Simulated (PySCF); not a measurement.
# CH5NO2Si: the cost of one run

Program: PySCF 2.14.0. Level of theory: levels as typed in each script, gas phase, geometry from GFN2-xTB. These are calculated values, not measurements.

## 1. The starting structure

SMILES `O=CN[SiH2]O`, 10 atoms, charge 0, spin multiplicity 1.

Bond lengths: O1–C2 1.213 Å, C2–N3 1.340 Å, C2–H6 1.106 Å, N3–Si4 1.779 Å, N3–H7 1.006 Å, Si4–O5 1.602 Å, Si4–H8 1.461 Å, Si4–H9 1.458 Å, O5–H10 0.975 Å. Angles: O1–C2–N3 125.4°, O1–C2–H6 120.8°, N3–C2–H6 113.8°, C2–N3–Si4 124.6°, C2–N3–H7 115.9°, Si4–N3–H7 119.5°, N3–Si4–O5 106.6°, N3–Si4–H8 105.5°, N3–Si4–H9 105.5°, O5–Si4–H8 111.7°, O5–Si4–H9 111.7°, H8–Si4–H9 115.1°, Si4–O5–H10 114.5°.

Coordinates:

```
O    -1.6413    0.8754    0.0023
C    -1.5691   -0.3351   -0.0008
N    -0.4322   -1.0438   -0.0015
Si    1.1995   -0.3345    0.0011
O     1.0081    1.2564   -0.0029
H    -2.4836   -0.9573   -0.0033
H    -0.5378   -2.0438   -0.0024
H     1.8253   -0.8001    1.2369
H     1.8302   -0.8048   -1.2265
H     0.0787    1.5517   -0.0001
```

## 2. Stretching a bond (6-31+g*)

Input file input.py:

```python
import numpy as np
from pyscf import gto, scf, mcscf

mol = gto.M(atom='''
O     -1.64126     0.87538     0.00227
C     -1.56907    -0.33507    -0.00078
N     -0.43222    -1.04378    -0.00153
Si     1.19946    -0.33449     0.00111
O      1.00812     1.25639    -0.00286
H     -2.48364    -0.95730    -0.00326
H     -0.53780    -2.04384    -0.00244
H      1.82525    -0.80012     1.23689
H      1.83021    -0.80476    -1.22654
H      0.07868     1.55170    -0.00011
''', basis='6-31+g*', charge=0, spin=0, verbose=4)
# stretch the bond between atoms 1 and 2, from long to short, fragments rigid
a, b, move = 0, 1, [1, 2, 3, 4, 5, 6, 7, 8, 9]
xyz = mol.atom_coords(unit='Angstrom')
u = xyz[b] - xyz[a]
r0 = np.linalg.norm(u)
rows, last, dm_u = [], None, None
for r in [3.5, 2.75, 2.25, 1.94, 1.69, 1.5, 1.37, 1.25, 1.15]:
    new = xyz.copy()
    new[move] += u / r0 * (r - r0)
    m = mol.set_geom_(new, unit='Angstrom', inplace=False)
    rhf = scf.RHF(m).density_fit(auxbasis='def2-universal-jkfit').run()
    uhf = scf.UHF(m).density_fit(auxbasis='def2-universal-jkfit').newton()
    if dm_u is None:
        c = rhf.mo_coeff
        h = m.nelectron // 2 - 1
        ca, cb = c.copy(), c.copy()
        ca[:, h], cb[:, h] = (c[:, h] + c[:, h + 1]) / 2**.5, (c[:, h] - c[:, h + 1]) / 2**.5
        dm_u = np.array([x[:, :h + 1] @ x[:, :h + 1].T for x in (ca, cb)])
    uhf.kernel(dm0=dm_u)
    for _ in range(3):
        c, _, stable, _ = uhf.stability(return_status=True)
        if stable:
            break
        uhf.kernel(c, uhf.mo_occ)
    dm_u = uhf.make_rdm1()
    mc = mcscf.CASSCF(rhf, 4, 4)
    mc.natorb = True
    mc.fix_spin_(ss=0)
    guess = mcscf.addons.make_natural_orbitals(uhf)[1] if last is None else mcscf.project_init_guess(mc, last.mo_coeff, last.mol)
    mc.kernel(guess)
    last = mc
    act = slice(mc.ncore, mc.ncore + mc.ncas)
    print('r %.3f  RHF %.6f  UHF %.6f  <S^2> %.3f  CASSCF %.6f  occupations' % (r, rhf.e_tot, uhf.e_tot, uhf.spin_square()[0], mc.e_tot), mc.mo_occ[act].round(4))
    rows.append((new, rhf.e_tot, uhf.e_tot, uhf.spin_square()[0], mc.e_tot, mc.mo_occ[act], mc.mo_coeff[:, act], dm_u[0] - dm_u[1], rhf.converged and uhf.converged and mc.converged))
    np.savez('result.npz', **{k: [row[i] for row in rows] for i, k in enumerate('xyz rhf uhf s2 cas occ c spin ok'.split())})
```

Command:

```sh
$ OMP_NUM_THREADS=1 python input.py
```

What time and memory should one allow on 1 thread of Arm Neoverse V2, shared host?

About 14 min, with a peak of 0.28 GiB.
